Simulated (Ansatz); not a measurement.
**GeH2Cl2 (dichlorogermane): BHLYP/def2-SVPD**

Aim: the electronic atomisation energy of GeH2Cl2 (dichlorogermane) at BHLYP/def2-SVPD, from 4 runs. 

The calculation is run with Ansatz 0.2.0.

38 further runs of the same task are left out: 2 that didn't finish, 36 set aside as unsound or not needed. Runs told in other sessions of the task aren't counted.

## Step 1: The structure to begin with

GeH2Cl2 has 5 atoms, charge 0, and is taken as a singlet. SMILES: `[Cl][GeH2][Cl]`. Geometry: relaxed at PBE0-D4/def2-TZVP.

Bond lengths: Cl1–Ge2 2.140 Å, Ge2–Cl3 2.140 Å, Ge2–H4 1.528 Å, Ge2–H5 1.528 Å. Angles: Cl1–Ge2–Cl3 108.2°, Cl1–Ge2–H4 108.2°, Cl1–Ge2–H5 108.2°, Cl3–Ge2–H4 108.2°, Cl3–Ge2–H5 108.2°, H4–Ge2–H5 115.8°.

## Step 2: A single-point energy at BHLYP/def2-SVPD

Input file input.yaml:

```yaml
basis:
  gaussian: {orbitals: def2-SVPD}
crystal:
  periodic: [false, false, false]
  atoms:
    - {symbol: Cl, position_ang: [-1.771500, -0.157700, 0.977200]}
    - {symbol: Ge, position_ang: [0.027400, 0.080300, -0.156400]}
    - {symbol: Cl, position_ang: [1.579400, -1.030200, 0.811000]}
    - {symbol: H, position_ang: [-0.198900, -0.525000, -1.541400]}
    - {symbol: H, position_ang: [0.413600, 1.558900, -0.131900]}
hamiltonian: {xc: {name: BHLYP}}
accuracy: high
output: {orbitals: {seedname: orbitals}}
```

Started as:

```bash
$ ansatz run input.yaml --threads 1 --pin off --max-ram 3480MiB --events-out events.jsonl --progress --plain --runs-dir runs
```

Standard output:

```text
Warning: RAYON_NUM_THREADS=1 ignored (pool sized by the plan → 1); use --threads N
Functional definition: BHLYP
  name "BHLYP"
  parameter a = 0.5
  exchange = (1 - a)*b88_x + a*exact_x
  correlation = lyp_c
2033 factors; integrals over basis functions are off by at most 4.6e-9 eV
mean field evaluation 1: about -81582.2303 eV, gradient 1.9e1 eV
mean field evaluation 2: about -81582.3592 eV, gradient 1.9e1 eV
mean field evaluation 4: about -81583.0468 eV, gradient 1.1e0 eV
mean field evaluation 8: about -81583.1814 eV, gradient 2.4e-2 eV
mean field evaluation 16: about -81583.1814 eV, gradient 6.0e-6 eV
mean field -81583.18141533 eV, -2998.1266179468 hartree, gradient 3.5e-8 eV, S^2 0.000000; 0 other end points of the search recorded, 0 dependent functions left out
reference -81583.18143985 eV, -2998.1266188481 hartree; 34, 34 occupied and 74, 74 virtual orbitals, 2033 factors
Total energy: -81583.18143985 eV, -2998.1266188481 hartree
```

Run time: 12 s. Hardware: 1 thread of Arm Neoverse V1, shared host; peak memory 0.4 GiB.

## Step 3: The Cl atom at the same level

Input file job.yaml:

```yaml
crystal:
  periodic: [false, false, false]
  atoms:
    - {symbol: Cl, position_ang: [0.000000, 0.000000, 0.000000]}
basis:
  gaussian:
    orbitals: def2-SVPD
accuracy: high
hamiltonian:
  xc: {name: BHLYP}
magnetization:
  spin_polarized: true
  initial_magnetization: 1
```

Run the same way, it converges to -460.00584 Eh (log not shown).

## Step 4: The Ge atom, same level

Input file molecule.yaml:

```yaml
crystal:
  periodic: [false, false, false]
  atoms:
    - symbol: Ge
      position_ang: [0.000000, 0.000000, 0.000000]
basis:
  gaussian:
    orbitals: def2-SVPD
magnetization:
  spin_polarized: true
  initial_magnetization: 2
hamiltonian:
  xc: {name: BHLYP}
accuracy: high
```

Started as:

```bash
$ ansatz run molecule.yaml --threads 1 --pin off --max-ram 3480MiB --events-out events.jsonl --progress --plain --runs-dir runs
```

Standard output:

```text
Warning: RAYON_NUM_THREADS=1 ignored (pool sized by the plan → 1); use --threads N
Functional definition: BHLYP
  name "BHLYP"
  parameter a = 0.5
  exchange = (1 - a)*b88_x + a*exact_x
  correlation = lyp_c
370 factors; integrals over basis functions are off by at most 4.8e-9 eV
mean field evaluation 1: about -56508.2809 eV, gradient 3.1e0 eV
mean field evaluation 2: about -56508.3343 eV, gradient 1.7e0 eV
mean field evaluation 4: about -56508.3395 eV, gradient 5.0e-1 eV
mean field evaluation 8: about -56508.3438 eV, gradient 3.6e-3 eV
mean field evaluation 16: about -56508.3438 eV, gradient 1.6e-8 eV
mean field -56508.34376464 eV, -2076.6433306194 hartree, gradient 1.5e-8 eV, S^2 2.003902; 0 other end points of the search recorded, 0 dependent functions left out
reference -56508.34377959 eV, -2076.6433311688 hartree; 17, 15 occupied and 21, 23 virtual orbitals, 370 factors
Total energy: -56508.34377959 eV, -2076.6433311688 hartree
```

Wall time 1.6 s (1 thread of Arm Neoverse V1, shared host); peak memory 0.11 GiB.

## Step 5: The H atom

Input file job.yaml:

```yaml
crystal:
  periodic: [false, false, false]
  atoms:
    - symbol: H
      position_ang: [0.000000, 0.000000, 0.000000]
basis:
  gaussian: {orbitals: def2-SVPD}
magnetization: {spin_polarized: true, initial_magnetization: 1}
hamiltonian: {xc: {name: BHLYP}}
accuracy: high
```

Run the same way, it converges to -0.49784 Eh (log not shown).

## Step 6: What came out

At BHLYP/def2-SVPD:

```
                     quantity           value
       molecule: total energy  -2998.12662 Eh
        molecule: HOMO energy       -10.33 eV
        molecule: LUMO energy        -0.09 eV
      molecule: HOMO–LUMO gap        10.24 eV
        Cl atom: total energy   -460.00584 Eh
                Cl atom: ⟨S²⟩           0.753
        Ge atom: total energy  -2076.64333 Eh
                Ge atom: ⟨S²⟩           2.004
         H atom: total energy     -0.49784 Eh
                 H atom: ⟨S²⟩           0.750
electronic atomisation energy       12.951 eV
```

Taking the molecule apart into free atoms costs 12.95 eV (299 kcal/mol), before zero-point energy and without spin-orbit coupling.
